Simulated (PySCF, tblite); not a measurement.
# C₅H₉F₃: a rotation path, then NMR shifts on frames, part 2 of 2

tblite 0.8.0 and PySCF 2.14.0. Atoms count from 0. Earlier steps stand in the parts before.

**5. NMR shieldings: image 5, PBE0/pcSseg-1**

Job settings and geometry (Å):

```
{"job": {"kind": "nmr", "xc": "PBE0", "basis": "pcSseg-1", "pop": false}, "charge": 0, "multiplicity": 1}
C     -1.241100     1.254900    -0.604200
C     -0.460700     0.285100     0.283000
C     -1.297900    -0.988400     0.420600
F     -0.796800    -1.864200     1.344800
C      0.917300     0.015100    -0.344700
C      2.019100    -0.415500     0.628400
F      2.779400     0.662300     0.974100
F      1.562800    -0.912700     1.792400
H     -0.700500     2.190200    -0.721200
H     -2.213800     1.474800    -0.172200
H     -1.394700     0.819400    -1.589900
H     -0.326300     0.722200     1.276900
H     -1.342400    -1.532000    -0.530800
H     -2.312600    -0.740500     0.750200
H      0.818400    -0.735700    -1.129300
H      1.279800     0.936900    -0.805200
H      2.703100    -1.160000     0.190300
```

With the program's defaults for keys left out, this is: GIAO PBE0/pcSseg-1 NMR shielding, non-relativistic, gas phase.

Output:

```text
coarse grid: 14272 points
cycle   1  E = -494.7270132457  dE =  8.597e-01  |g| = 8.046e-01  |ddm| = 3.386e+00
cycle   2  E = -494.6436414219  dE =  8.337e-02  |g| = 1.125e+00  |ddm| = 1.165e+00
cycle   3  E = -494.8368343283  dE = -1.932e-01  |g| = 6.612e-02  |ddm| = 6.825e-01
cycle   4  E = -494.8375050980  dE = -6.708e-04  |g| = 3.387e-02  |ddm| = 6.853e-02
cycle   5  E = -494.8377662328  dE = -2.611e-04  |g| = 5.156e-03  |ddm| = 3.168e-02
cycle   6  E = -494.8377716132  dE = -5.380e-06  |g| = 1.720e-03  |ddm| = 5.476e-03
final grid: 139200 points
cycle   7  E = -494.9061222796  dE = -5.865e-05  |g| = 9.609e-03  |ddm| = 2.767e-02
cycle   8  E = -494.9061088049  dE =  1.347e-05  |g| = 1.298e-02  |ddm| = 1.745e-02
cycle   9  E = -494.9061431852  dE = -3.438e-05  |g| = 1.070e-03  |ddm| = 9.713e-03
cycle  10  E = -494.9061433699  dE = -1.848e-07  |g| = 2.598e-04  |ddm| = 9.545e-04
cycle  11  E = -494.9061433804  dE = -1.049e-08  |g| = 6.432e-05  |ddm| = 2.019e-04
cycle  12  E = -494.9061433812  dE = -7.549e-10  |g| = 1.955e-05  |ddm| = 5.721e-05
converged SCF energy = -494.9061433812

GIAO shielding tensors (ppm)
atom      isotropic    diamagn.    paramagn.     s11        s22        s33       span
  0 C      167.911     247.863     -79.952    146.365    167.471    189.897     43.532
  1 C      155.453     247.195     -91.742    143.461    157.241    165.656     22.194
  2 C       92.892     241.024    -148.132     56.869     83.955    137.852     80.983
  3 F      406.225     473.149     -66.924    372.158    391.862    454.653     82.495
  4 C      138.295     251.634    -113.340    118.953    132.233    163.698     44.746
  5 C       66.852     234.917    -168.065     44.715     66.731     89.110     44.395
  6 F      292.355     471.669    -179.313    168.248    337.584    371.234    202.986
  7 F      304.196     474.857    -170.661    209.674    313.090    389.823    180.149
  8 H       30.696      30.214       0.483     26.145     28.653     37.291     11.145
  9 H       30.748      29.760       0.988     25.921     28.093     38.229     12.309
 10 H       31.096      30.507       0.589     27.382     29.086     36.818      9.436
 11 H       29.178      32.014      -2.836     25.322     29.288     32.924      7.602
 12 H       27.557      29.758      -2.200     23.282     28.627     30.764      7.482
 13 H       26.969      29.223      -2.255     21.856     28.882     30.168      8.312
 14 H       29.799      32.290      -2.491     26.901     29.030     33.466      6.564
 15 H       29.622      32.055      -2.433     25.069     30.360     33.436      8.367
 16 H       25.333      26.557      -1.224     22.862     23.692     29.447      6.585
```

Run time: 18 s. Hardware: 1 thread of Arm Neoverse V2, shared host; peak memory 0.82 GiB.

In short: δ C5 120.1, C2 94.0, C4 48.6, C1 31.5, H16 6.38, H13 4.75 ppm.

**6. Nuclear shieldings: image 6, PBE0/pcSseg-1**

Job settings and geometry (Å):

```
{"job": {"kind": "nmr", "xc": "PBE0", "basis": "pcSseg-1", "pop": false}, "charge": 0, "multiplicity": 1}
C     -1.223600     1.257000    -0.616800
C     -0.451300     0.289700     0.280800
C     -1.312900    -0.962900     0.460300
F     -0.870900    -1.780800     1.463200
C      0.913600    -0.016400    -0.360700
C      2.028100    -0.411500     0.604700
F      2.543700     0.697800     1.203500
F      1.631900    -1.215300     1.608000
H     -0.668600     2.181000    -0.754800
H     -2.188900     1.501500    -0.181400
H     -1.392700     0.806400    -1.593200
H     -0.294300     0.745700     1.263100
H     -1.326000    -1.566100    -0.455400
H     -2.337000    -0.681000     0.728400
H      0.802200    -0.800800    -1.110000
H      1.278700     0.882900    -0.862300
H      2.861000    -0.915000     0.085800
```

Method: GIAO PBE0/pcSseg-1 NMR shielding, non-relativistic, gas phase.

Output:

```text
coarse grid: 14272 points
cycle   1  E = -494.7290615231  dE =  8.625e-01  |g| = 8.040e-01  |ddm| = 3.390e+00
cycle   2  E = -494.6455180175  dE =  8.354e-02  |g| = 1.125e+00  |ddm| = 1.178e+00
cycle   3  E = -494.8388905473  dE = -1.934e-01  |g| = 6.618e-02  |ddm| = 6.908e-01
cycle   4  E = -494.8395577538  dE = -6.672e-04  |g| = 3.382e-02  |ddm| = 6.814e-02
cycle   5  E = -494.8398183581  dE = -2.606e-04  |g| = 5.199e-03  |ddm| = 3.185e-02
cycle   6  E = -494.8398238295  dE = -5.471e-06  |g| = 1.771e-03  |ddm| = 5.539e-03
final grid: 139200 points
cycle   7  E = -494.9077179691  dE = -5.765e-05  |g| = 1.007e-02  |ddm| = 2.727e-02
cycle   8  E = -494.9077025843  dE =  1.538e-05  |g| = 1.377e-02  |ddm| = 1.819e-02
cycle   9  E = -494.9077403060  dE = -3.772e-05  |g| = 1.038e-03  |ddm| = 1.019e-02
cycle  10  E = -494.9077404845  dE = -1.785e-07  |g| = 2.671e-04  |ddm| = 9.484e-04
cycle  11  E = -494.9077404959  dE = -1.140e-08  |g| = 6.223e-05  |ddm| = 2.135e-04
cycle  12  E = -494.9077404966  dE = -6.869e-10  |g| = 2.036e-05  |ddm| = 5.539e-05
converged SCF energy = -494.9077404966

GIAO shielding tensors (ppm)
atom      isotropic    diamagn.    paramagn.     s11        s22        s33       span
  0 C      167.225     247.957     -80.733    143.829    168.313    189.532     45.702
  1 C      155.568     247.023     -91.454    143.876    156.148    166.681     22.806
  2 C       92.977     240.984    -148.007     57.334     84.207    137.392     80.058
  3 F      404.382     472.848     -68.466    369.689    387.699    455.757     86.068
  4 C      138.310     251.393    -113.083    124.123    129.735    161.072     36.949
  5 C       66.708     234.855    -168.147     44.860     68.249     87.016     42.156
  6 F      302.168     472.831    -170.663    178.664    335.277    392.562    213.899
  7 F      305.087     474.852    -169.764    215.379    316.053    383.830    168.450
  8 H       30.717      30.252       0.466     26.171     28.686     37.295     11.124
  9 H       30.725      29.805       0.919     25.895     28.098     38.181     12.287
 10 H       31.053      30.519       0.535     27.378     29.029     36.753      9.375
 11 H       29.282      31.917      -2.635     25.641     29.238     32.968      7.327
 12 H       27.505      29.704      -2.199     23.367     28.522     30.626      7.259
 13 H       26.989      29.273      -2.284     21.783     29.111     30.074      8.292
 14 H       29.930      32.222      -2.293     27.019     28.960     33.809      6.791
 15 H       29.779      32.089      -2.310     25.504     30.152     33.681      8.177
 16 H       25.367      26.432      -1.065     22.924     23.509     29.667      6.743
```

Run time: 17 s. Hardware: 1 thread of Arm Neoverse V2, shared host; peak memory 0.84 GiB.

This run: δ C5 120.2, C2 93.9, C4 48.6, C1 31.4, H16 6.35, H13 4.73 ppm.

**7. NMR shieldings: image 8, PBE0/pcSseg-1**

Job settings and geometry (Å):

```
{"job": {"kind": "nmr", "xc": "PBE0", "basis": "pcSseg-1", "pop": false}, "charge": 0, "multiplicity": 1}
C     -1.275700     1.212100    -0.735600
C     -0.429200     0.402200     0.244500
C     -1.177200    -0.871700     0.651000
F     -0.842600    -1.254200     1.922900
C      0.939700     0.113900    -0.389300
C      1.938900    -0.567300     0.538500
F      2.000200     0.047900     1.741700
F      1.611000    -1.859000     0.772100
H     -0.757700     2.123100    -1.024000
H     -2.223700     1.489700    -0.282400
H     -1.478300     0.631700    -1.633300
H     -0.272000     0.989600     1.155300
H     -0.946100    -1.716600    -0.006200
H     -2.258500    -0.696200     0.663400
H      0.820600    -0.523900    -1.267700
H      1.384600     1.058900    -0.706100
H      2.959100    -0.568200     0.118400
```

Level: GIAO PBE0/pcSseg-1 NMR shielding, non-relativistic, gas phase.

Output:

```text
coarse grid: 14272 points
cycle   1  E = -494.7317105393  dE =  8.646e-01  |g| = 8.001e-01  |ddm| = 3.399e+00
cycle   2  E = -494.6494666760  dE =  8.224e-02  |g| = 1.118e+00  |ddm| = 1.134e+00
cycle   3  E = -494.8407517524  dE = -1.913e-01  |g| = 6.631e-02  |ddm| = 6.637e-01
cycle   4  E = -494.8414163632  dE = -6.646e-04  |g| = 3.406e-02  |ddm| = 6.856e-02
cycle   5  E = -494.8416811044  dE = -2.647e-04  |g| = 5.085e-03  |ddm| = 3.178e-02
cycle   6  E = -494.8416862766  dE = -5.172e-06  |g| = 1.823e-03  |ddm| = 5.350e-03
final grid: 139200 points
cycle   7  E = -494.9106870702  dE = -6.186e-05  |g| = 9.934e-03  |ddm| = 2.970e-02
cycle   8  E = -494.9106725033  dE =  1.457e-05  |g| = 1.347e-02  |ddm| = 1.770e-02
cycle   9  E = -494.9107091146  dE = -3.661e-05  |g| = 1.054e-03  |ddm| = 9.775e-03
cycle  10  E = -494.9107092960  dE = -1.814e-07  |g| = 2.783e-04  |ddm| = 9.326e-04
cycle  11  E = -494.9107093084  dE = -1.237e-08  |g| = 6.195e-05  |ddm| = 2.096e-04
cycle  12  E = -494.9107093091  dE = -6.936e-10  |g| = 2.113e-05  |ddm| = 5.795e-05
converged SCF energy = -494.9107093091

GIAO shielding tensors (ppm)
atom      isotropic    diamagn.    paramagn.     s11        s22        s33       span
  0 C      166.614     247.218     -80.603    143.888    167.777    188.178     44.289
  1 C      154.335     247.945     -93.611    138.262    155.242    169.500     31.238
  2 C       95.186     242.222    -147.036     59.551     84.231    141.776     82.225
  3 F      404.106     472.490     -68.383    363.953    384.537    463.828     99.875
  4 C      140.434     251.389    -110.955    128.365    133.722    159.216     30.851
  5 C       66.435     234.907    -168.472     46.445     68.880     83.979     37.534
  6 F      313.619     474.363    -160.744    210.660    326.019    404.178    193.518
  7 F      307.498     474.153    -166.655    194.995    328.488    399.010    204.015
  8 H       30.803      29.964       0.838     26.130     28.685     37.593     11.463
  9 H       30.542      29.619       0.923     25.875     28.031     37.720     11.845
 10 H       31.039      30.353       0.687     27.267     29.023     36.828      9.561
 11 H       29.284      32.082      -2.799     25.419     29.434     32.999      7.580
 12 H       27.132      29.956      -2.824     24.306     27.379     29.710      5.403
 13 H       27.147      29.592      -2.445     21.941     29.277     30.222      8.282
 14 H       30.254      32.060      -1.807     27.096     29.424     34.241      7.145
 15 H       29.884      31.838      -1.954     25.630     29.290     34.733      9.103
 16 H       25.310      26.452      -1.143     22.633     23.440     29.855      7.222
```

Wall time 17 s (1 thread of Arm Neoverse V2, shared host); peak memory 0.82 GiB.

This run: δ C5 120.5, C2 91.7, C4 46.5, C1 32.6, H16 6.41, H12 4.59 ppm.

**8. Run by run: NMR shifts**

Shifts (ppm) of some atoms, chosen among heavy atoms and hydrogens apart, with basis size and wall time:

| frame | C2 | C0 | H12 | H14 | F6 | F7 | F3 | functions | time |
| --- | --- | --- | --- | --- | --- | --- | --- | --- | --- |
| image 0 | 94.8 | 18.1 | 4.41 | 1.66 | -134.7 | -145.6 | -242.2 | 181 | 25 s |
| image 2 | 93.5 | 17.6 | 4.25 | 1.74 | -128.6 | -141.3 | -240.3 | 181 | 18 s |
| image 5 | 94.0 | 19.0 | 4.16 | 1.92 | -121.4 | -133.2 | -235.3 | 181 | 18 s |
| image 6 | 93.9 | 19.7 | 4.21 | 1.79 | -131.2 | -134.1 | -233.4 | 181 | 17 s |
| image 8 | 91.7 | 20.3 | 4.59 | 1.46 | -142.7 | -136.6 | -233.2 | 181 | 17 s |

**9. What came out**

The summary covers parts 1 to 2.

| quantity | value |
| --- | --- |
| barrier | 0.244 eV (5.6 kcal/mol) at image 5 |
| end to end (GFN2-xTB) | 0.166 eV |
| ¹³C shifts against TMS (PBE0/pcSseg-1, image 0) | 122.4, 94.8, 48.0, 33.5, 18.1 ppm |
| ¹H shifts against TMS (PBE0/pcSseg-1, image 0) | 6.60, 4.83, 4.41, 2.16, 2.03, 1.66, 1.09, 0.94, 0.63 ppm |
| ¹⁹F shifts against CFCl3 (PBE0/pcSseg-1, image 0) | -134.7, -145.6, -242.2 ppm |
| surface potential, 1st and 99th percentile | -1.04 V and 1.11 V |
| range of the shift of F6 | -142.7 to -121.4 ppm |

Along the band the dihedral turns by 136°, and the top (dihedral 263°) lies 5.6 kcal/mol above the start (GFN2-xTB, rough), so at room temperature this motion is fast. The top was not checked by a frequency run. Shifts at one fixed geometry are not the observed spectrum, which averages over the motion. In the first frame run (image 0): The widest tensor belongs to F6: span 178 ppm, with a paramagnetic part of -164 ppm. Across the 5 runs the shift of F6 moves most, between -142.7 (image 8) and -121.4 ppm (image 5).
